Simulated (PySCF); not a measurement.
# RuO(OH)₂: relaxation and vibrations of the triplet

The task is one start of a wider search on RuO(OH)₂: the triplet, from a PBE0 minimum start. It is relaxed, tested by its Hessian and followed downhill if it is a saddle.

Program: PySCF 2.14.0. Level of theory: PBE0, basis Ru def2-SVP with ECP28, O def2-SVP, H def2-SVP, scalar-relativistic core potentials, no spin–orbit coupling, density fitting. These are calculated values, not measurements.

## Step 1: The system as given

6 atoms, charge 0, spin multiplicity 3.

Bond lengths: Ru1–O2 1.660 Å, Ru1–O3 1.858 Å, Ru1–O4 1.858 Å, O3–H5 0.967 Å, O4–H6 0.967 Å. Angles: O2–Ru1–O3 120.3°, O2–Ru1–O4 120.3°, O3–Ru1–O4 119.3°, Ru1–O3–H5 117.3°, Ru1–O4–H6 117.3°.

```xyz
6
charge 0 multiplicity 3
Ru    0.0000    0.0000    0.0394
O     0.0000    0.0000    1.6997
O     1.5977    0.1334   -0.8993
O    -1.5977   -0.1334   -0.8993
H     2.0212   -0.6914   -1.1746
H    -2.0212    0.6914   -1.1746
```

## Step 2: First SCF at the start

The steps below are one call of a driver around PySCF. For each, scf.py gives the equivalent set-up of the SCF; relaxations use the driver's own optimiser. After this first run the driver tries any further starts and a stability analysis.

Contents of scf.py:

```python
from pyscf import gto, scf, dft
mol = gto.M(atom='''
Ru    -0.000000     0.000000     0.039378
O      0.000000    -0.000000     1.699655
O      1.597667     0.133422    -0.899348
O     -1.597667    -0.133422    -0.899348
H      2.021210    -0.691438    -1.174568
H     -2.021210     0.691438    -1.174568''',
    basis={'Ru': 'def2-SVP', 'O': 'def2-SVP', 'H': 'def2-SVP'},
    ecp={'Ru': 'def2-SVP'},
    charge=0, spin=2)
mf = dft.UKS(mol, xc='PBE0')
mf.grids.atom_grid = (50, 194)
aux = {'Ru': 'def2-universal-JKFIT', 'O': 'def2-universal-JKFIT', 'H': 'def2-universal-JKFIT'}
mf = mf.density_fit(auxbasis=aux)
mf.conv_tol = 1e-08
mf.diis_space = 10
mf.max_cycle = 60
mf.init_guess = 'minao'
mf.verbose = 4
mf.kernel()
```

Started as:

```sh
OMP_NUM_THREADS=2 python axn.py task.json out
```

The log of the run:

```text
init E= -312.053215092644
[... the frontier-level lines of each cycle are left out ...]
cycle= 1 E= -321.095470098406  delta_E= -9.04  |g|= 0.73  |ddm|= 2.41
cycle= 2 E= -320.905163720988  delta_E= 0.19  |g|= 1.04  |ddm|= 1.29
cycle= 3 E= -321.232047855497  delta_E= -0.327  |g|= 0.444  |ddm|= 0.816
cycle= 4 E= -321.312513129606  delta_E= -0.0805  |g|= 0.0923  |ddm|= 0.339
cycle= 5 E= -321.314090192651  delta_E= -0.00158  |g|= 0.0712  |ddm|= 0.117
cycle= 6 E= -321.316384979771  delta_E= -0.00229  |g|= 0.00597  |ddm|= 0.0561
cycle= 7 E= -321.316498004405  delta_E= -0.000113  |g|= 0.00347  |ddm|= 0.0243
cycle= 8 E= -321.316582842515  delta_E= -8.48e-05  |g|= 0.0026  |ddm|= 0.0245
cycle= 9 E= -321.316669649827  delta_E= -8.68e-05  |g|= 0.00217  |ddm|= 0.0301
cycle= 10 E= -321.316778990405  delta_E= -0.000109  |g|= 0.00172  |ddm|= 0.0466
cycle= 11 E= -321.316915662812  delta_E= -0.000137  |g|= 0.00142  |ddm|= 0.11
cycle= 12 E= -321.316918611328  delta_E= -2.95e-06  |g|= 0.000679  |ddm|= 0.00483
cycle= 13 E= -321.316924155076  delta_E= -5.54e-06  |g|= 0.000232  |ddm|= 0.0242
cycle= 14 E= -321.316924268125  delta_E= -1.13e-07  |g|= 0.000139  |ddm|= 0.00172
cycle= 15 E= -321.316924290981  delta_E= -2.29e-08  |g|= 6.44e-05  |ddm|= 0.000616
cycle= 16 E= -321.316924295473  delta_E= -4.49e-09  |g|= 2.67e-05  |ddm|= 0.000585
Extra cycle  E= -321.316924294486  delta_E= 9.88e-10  |g|= 6.37e-05  |ddm|= 6.54e-05
converged SCF energy = -321.316924294486  <S^2> = 2.0068507  2S+1 = 3.0045637
```

This step, with its further starts and checks, took 29 s on 2 threads of Arm Neoverse N1, shared host.

The starts that the driver tried:

```csv
start,energy (Eh)
the minimal-basis guess,-321.316924
a thermally smeared density,-321.316924
a smeared PBE density,-321.316924
```

The test of internal stability and the other starts found no lower solution of this spin.

## Step 3: Relaxation: PBE0 minimum start, triplet

The program finds C2 symmetry in the start, which this walk keeps. Threshold on the gradient: 0.0003 Eh/bohr, with a further test on the energy change.

Edit scf.py of step 2 so:

```diff
@@ -3,6 +3,6 @@
-Ru    -0.000000     0.000000     0.039378
-O      0.000000    -0.000000     1.699655
-O      1.597667     0.133422    -0.899348
-O     -1.597667    -0.133422    -0.899348
-H      2.021210    -0.691438    -1.174568
-H     -2.021210     0.691438    -1.174568''',
+Ru     0.000000     0.000000     0.038976
+O      0.000000     0.000000     1.699253
+O      1.597667     0.133422    -0.899750
+O     -1.597667    -0.133422    -0.899750
+H      2.021210    -0.691438    -1.174970
+H     -2.021210     0.691438    -1.174970''',
@@ -19 +18,0 @@
-mf.init_guess = 'minao'
```

Steps of the walk:

```csv
step,energy (Eh),change (kJ/mol),largest symmetric gradient (Eh/bohr)
0,-321.316924,0.00,0.00005
```

The walk took 4 s.

End point (C2, 0 steps, 0.0 kJ/mol gained): O–H 0.967 Å (×2), Ru–O 1.660 Å, Ru–O 1.858 Å (×2); H–O–Ru 117.3° (×2), O–Ru–O 119.3°, O–Ru–O 120.3° (×2).

## Step 4: Vibrations and properties at this point

On the finer grid the gradient is checked again; gradients at displacements of ±0.02 bohr then give force constants and infrared intensities.

Edit scf.py of step 3 so:

```diff
@@ -13 +13 @@
-mf.grids.atom_grid = (50, 194)
+mf.grids.atom_grid = (75, 302)
@@ -16 +16 @@
-mf.conv_tol = 1e-08
+mf.conv_tol = 1e-10
```

The driver hands on the density of the step before, so the log starts near convergence.

Log of the central SCF (cycles and frontier levels):

```text
init E= -321.316914218178
[... the frontier-level lines of each cycle are left out ...]
cycle= 1 E= -321.31691421807  delta_E= 1.08e-10  |g|= 1.79e-05  |ddm|= 1.72e-05
cycle= 2 E= -321.31691421715  delta_E= 9.2e-10  |g|= 5.09e-05  |ddm|= 4.54e-05
cycle= 3 E= -321.316914218166  delta_E= -1.02e-09  |g|= 9.02e-06  |ddm|= 3.44e-05
cycle= 4 E= -321.316914218204  delta_E= -3.75e-11  |g|= 2.56e-07  |ddm|= 5.89e-06
Extra cycle  E= -321.316914218199  delta_E= 4.66e-12  |g|= 2.82e-07  |ddm|= 1.4e-06
converged SCF energy = -321.316914218199  <S^2> = 2.0068497  2S+1 = 3.004563
```

The whole step took 3 min.

Geometry: C2; O–H 0.967 Å (×2), Ru–O 1.660 Å, Ru–O 1.858 Å (×2); H–O–Ru 117.3° (×2), O–Ru–O 119.3°, O–Ru–O 120.3° (×2).

Harmonic modes (main isotopes):

```json
{"symmetry": "a", "ω (cm⁻¹)": "178", "IR (km/mol)": "0.1"}
{"symmetry": "b", "ω (cm⁻¹)": "211", "IR (km/mol)": "9.6"}
{"symmetry": "b", "ω (cm⁻¹)": "233", "IR (km/mol)": "2.1"}
{"symmetry": "a", "ω (cm⁻¹)": "470", "IR (km/mol)": "174"}
{"symmetry": "b", "ω (cm⁻¹)": "505", "IR (km/mol)": "70.3"}
{"symmetry": "a", "ω (cm⁻¹)": "672", "IR (km/mol)": "76.9"}
{"symmetry": "b", "ω (cm⁻¹)": "711", "IR (km/mol)": "198"}
{"symmetry": "a", "ω (cm⁻¹)": "804", "IR (km/mol)": "22.0"}
{"symmetry": "b", "ω (cm⁻¹)": "861", "IR (km/mol)": "106"}
{"symmetry": "a", "ω (cm⁻¹)": "1011", "IR (km/mol)": "130"}
{"symmetry": "b", "ω (cm⁻¹)": "3836", "IR (km/mol)": "206"}
{"symmetry": "a", "ω (cm⁻¹)": "3839", "IR (km/mol)": "42.7"}
```

All wavenumbers are real: a minimum.

Properties at this point:

| Property | Result |
| --- | --- |
| Dipole moment | 1.97 D |
| Highest occupied level | -7.19 eV |
| Lowest empty level | -3.57 eV |
| Rotational constants | 0.2207, 0.1844, 0.1021 cm⁻¹ |
| Zero-point energy | 79.7 kJ/mol |
| Principal polarisabilities | 27.5, 44.9, 45.2 bohr³ |
| Atomisation energy without zero-point energy | 2024 kJ/mol |
| Principal traceless quadrupole moments about the centre of mass | -6.81, -5.44, 12.25 D Å |
| Entropy at 298.15 K and 1 bar (electronic part: spin only) | 317.8 J/(mol K) |
| Heat capacity Cp at 298.15 K | 80.5 J/(mol K) |
| Enthalpy at 298.15 K above 0 K | 16.54 kJ/mol |
| Rotational symmetry number | 2 |
| Spin squared ⟨S²⟩ | 2.007 |

Populations by atom (charges in e):

| atom | Mulliken | Löwdin | polar tensor | spin (Mulliken) | Mayer order to Ru1 |
| --- | --- | --- | --- | --- | --- |
| Ru1 | 0.84 | 0.15 | 1.51 | 1.58 | – |
| O2 | -0.39 | -0.09 | -0.61 | 0.39 | 1.95 |
| O3,4 | -0.45 | -0.13 | -0.75 | 0.01 | 1.06 |
| H5,6 | 0.22 | 0.10 | 0.30 | 0.01 | 0.02 |

Outer orbital energies (eV). α occupied: -11.84, -11.66, -9.84, -9.73, -9.25, -8.12, -8.00, -7.19; empty: -2.00, -1.89, 0.10, 0.43. β occupied: -12.28, -11.75, -10.89, -10.31, -9.65, -9.57, -9.22, -7.40; empty: -3.57, -2.62, -1.40, -1.28.

Mulliken populations on Ru1 (outside its core potential): s 2.39, p 6.42, d 6.32, f 0.03.

## Step 5: What came out

| quantity | value |
| --- | --- |
| minimum | triplet, C2 |
| geometry | O–H 0.967 Å (×2), Ru–O 1.660 Å, Ru–O 1.858 Å (×2); H–O–Ru 117.3° (×2), O–Ru–O 119.3°, O–Ru–O 120.3° (×2) |
| wavenumbers (cm⁻¹) | 178 (a), 211 (b), 233 (b), 470 (a), 505 (b), 672 (a), 711 (b), 804 (a), 861 (b), 1011 (a), 3836 (b), 3839 (a) |
| dipole moment | 1.97 D |
| highest occupied, lowest empty level (either spin) | -7.19, -3.57 eV |
| polar-tensor charge of Ru1 | +1.51 e |
| zero-point energy | 79.7 kJ/mol |
| entropy at 298.15 K | 317.8 J/(mol K) |
| atomisation energy (no zero-point energy) | 2024 kJ/mol |
| ⟨S²⟩ | 2.007 |

What this shows: The molecule stays C2, as typed, and the end point is a minimum. The strongest infrared band lies at 3836 cm⁻¹ (b). Most of the spin sits on Ru1 (Mulliken spin 1.58, against 2 for the whole molecule). Only this shape and spin were tried, so other structures or states may lie lower. One determinant may miss the lowest occupation of an open d or f shell.

The search up to here took 3.5 min.
